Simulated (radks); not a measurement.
# Nb⁺ in [Kr] 4d4: an all-electron calculation

What are the levels of the niobium ion Nb+, how large are its shells, and how does its energy divide?

The numbers are computed with radks (a radial shooting solver on a logarithmic mesh, Libxc functionals) version 1 (scalar-relativistic Kohn-Sham, PBE, spin-polarised, spherical densities, finite nucleus; open shells are filled with parallel spins first), except any that are marked as measured or tabulated.

## Step 1: What is computed

* element: niobium (Z = 41)
* charge: +1
* electrons: 40
* configuration: [Kr] 4d4
* nuclear rms radius: 4.324 fm

The outer shells:

Nb⁺
```
[Kr] core
4d [↑ ][↑ ][↑ ][↑ ][  ]
```

## Step 2: The calculation

The run's settings:

```text
Z 41
configuration [Kr] 4d4
relativity scalar-relativistic
functional pbe,pbe
spin polarised
nucleus finite rms 4.324 fm
c 137.035999084
```

**Question.** What will this run give?

**Answer**, as computed:

| quantity | value |
| --- | --- |
| total energy | -3819.41404 hartree |
| exchange-correlation share of it | 3.11 % |
| −T/E | 1.0296 |
| highest occupied level | 4d up, -10.150 eV |
| most extended occupied level | 4d up, <r> = 2.03 bohr |
| radius at density 0.001 e/bohr³ | 4.03 bohr |
| maxima of the radial density | 4 |
| ionisation energy, NIST | 14.320 (semi-emp.) eV |

The radial density shows 4 maxima for 4 occupied principal shells. −T/E is 1.030: with relativity the kinetic term as defined here no longer equals −E. The top level binds by 10.150 eV, 71 % of the NIST ionisation energy of 14.320 eV; the potential of a semilocal functional falls off too fast, so its top eigenvalue is too shallow. Open shells are spherical and high-spin; term and fine-structure splittings are not resolved.
